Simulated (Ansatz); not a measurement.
# CH₇As₂B: one species, many methods

Aim: compute CH₇As₂B with functionals from several rungs and with coupled cluster, and see how far each lands from CCSD(T) at the basis-set limit for the atomisation energy.

Program: Ansatz 0.2.0, Gaussian basis. Level of theory: functionals in def2-TZVPP, the program's frozen cores in correlated methods. These are calculated values, not measurements.

Levels to be run: LDA (SPW92), PBE-D4, revPBE-D4, BLYP-D4, r2SCAN-D4, B97M-V, PBE0-D4, B3LYP-D4, r2SCANh-D4, r2SCAN0-D4, HSE06-D4, BHLYP-D4, CAM-B3LYP-D4, LC-ωPBE, ωB97X-V, ωB97M-V, B2PLYP, PBE-QIDH; CCSD(T)/def2-SVP; CCSD(T)/def2-TZVPP; MP2/def2-QZVPP; extrapolation to the limit; RPA on PBE.

**1. Structure used throughout**

The geometry comes from an earlier relaxation with PBE0-D4 in a triple-zeta def2 set; it is a stationary point, not always the lowest conformer.

SMILES `CB([AsH2])[AsH2]`, 11 atoms, charge 0, spin multiplicity 1.

Atoms are counted from 1 here; the program's logs count them from 0.

Bond lengths: C1–B2 1.560 Å, C1–H5 1.093 Å, C1–H6 1.093 Å, C1–H7 1.100 Å, B2–As3 2.014 Å, B2–As4 2.016 Å, As3–H8 1.516 Å, As3–H9 1.519 Å, As4–H10 1.518 Å, As4–H11 1.516 Å. Angles: B2–C1–H5 113.9°, B2–C1–H6 114.4°, B2–C1–H7 106.3°, H5–C1–H6 109.1°, H5–C1–H7 106.0°, H6–C1–H7 106.4°, C1–B2–As3 120.6°, C1–B2–As4 120.6°, As3–B2–As4 118.8°, B2–As3–H8 98.5°, B2–As3–H9 98.0°, H8–As3–H9 95.7°, B2–As4–H10 97.6°, B2–As4–H11 98.4°, H10–As4–H11 95.5°.

**2. LDA**

This LDA is Slater exchange with PW92 correlation.

Contents of in.yaml:

```yaml
crystal:
  periodic: [false, false, false]
  atoms:
    - {symbol: C, position_ang: [-0.487167, 1.435416, 0.047254]}
    - {symbol: B, position_ang: [0.052806, -0.026917, -0.011179]}
    - {symbol: As, position_ang: [0.655940, -0.963777, 1.666498]}
    - {symbol: As, position_ang: [0.091508, -1.036587, -1.755300]}
    - {symbol: H, position_ang: [-0.143182, 1.999397, 0.917859]}
    - {symbol: H, position_ang: [-0.301035, 2.021820, -0.855914]}
    - {symbol: H, position_ang: [-1.579734, 1.357348, 0.147925]}
    - {symbol: H, position_ang: [0.137515, -2.352448, 1.347886]}
    - {symbol: H, position_ang: [-0.508473, -0.568778, 2.558073]}
    - {symbol: H, position_ang: [0.853634, -0.005434, -2.568294]}
    - {symbol: H, position_ang: [1.293486, -1.916842, -1.474208]}
basis:
  gaussian: {orbitals: def2-TZVPP}
hamiltonian: {xc: lda}
output: {orbitals: {seedname: orbitals}}
```

The runs that follow: PBE-D4 (GGA); revPBE-D4 (GGA); BLYP-D4 (GGA); r2SCAN-D4 (meta-GGA); B97M-V (meta-GGA); PBE0-D4 (hybrid); B3LYP-D4 (hybrid); r2SCANh-D4 (hybrid); r2SCAN0-D4 (hybrid); HSE06-D4 (hybrid); BHLYP-D4 (hybrid); CAM-B3LYP-D4 (range-separated); LC-ωPBE (range-separated); ωB97X-V (range-separated); ωB97M-V (range-separated); B2PLYP (double hybrid); PBE-QIDH (double hybrid); CCSD(T) in def2-SVP; CCSD(T) in def2-TZVPP; MP2 in def2-QZVPP; RPA on PBE orbitals.

Q: Predict the results of all the runs planned. Wanted: atomisation energy, CCSD(T)/CBS; farthest beyond LDA; mean size of error, GGA; mean size of error, meta-GGA; mean size of error, hybrid; mean size of error, range-separated; mean size of error, double hybrid; gap, smallest and largest; T1 diagnostic.

The runs gave:

| quantity | value |
| --- | --- |
| atomisation energy, CCSD(T)/CBS | 814.0 kcal/mol |
| functionals within 8.1 kcal/mol (1.0 %) | revPBE-D4, BLYP-D4, r2SCAN-D4, PBE0-D4, r2SCANh-D4, r2SCAN0-D4, HSE06-D4, ωB97M-V, B2PLYP, PBE-QIDH |
| farthest beyond LDA | PBE-D4 (+14.8 kcal/mol) |
| mean size of error, GGA | 7.8 kcal/mol |
| mean size of error, meta-GGA | 10.7 kcal/mol |
| mean size of error, hybrid | 5.4 kcal/mol |
| mean size of error, range-separated | 8.0 kcal/mol |
| mean size of error, double hybrid | 6.1 kcal/mol |
| gap, smallest and largest | 3.54 eV (LDA (SPW92)), 10.20 eV (LC-ωPBE) |
| T1 diagnostic | 0.0130 |
| triples share of the correlation energy | 3.8 % |

The LDA atomisation energy is off by 122.5 kcal/mol (15 %): it overbinds. PBE-D4 misses by +14.8 kcal/mol. Double hybrids carry the basis error of their MP2 part in triple zeta, and no dispersion term here, so their miss is partly the set-up's. The rungs hybrid, double hybrid, GGA, range-separated miss on average by less than the doubt on the reference (8.1 kcal/mol), so they tie. Misses under about 8.1 kcal/mol are within the doubt on the reference itself, which lacks core-valence correlation, relativity and higher excitations, and its outer-core shells are covered unevenly. Hartree-Fock recovers 72 % of the binding; the rest is correlation. CCSD(T) in def2-SVP is off by -51.0 kcal/mol, more than most functionals: a good method in a small basis is no reference. The gap grows from 3.5 to 10.2 eV across the functionals, mostly with the share of exact exchange. Correlated methods include outer-core shells of As, which these sets cover unevenly.
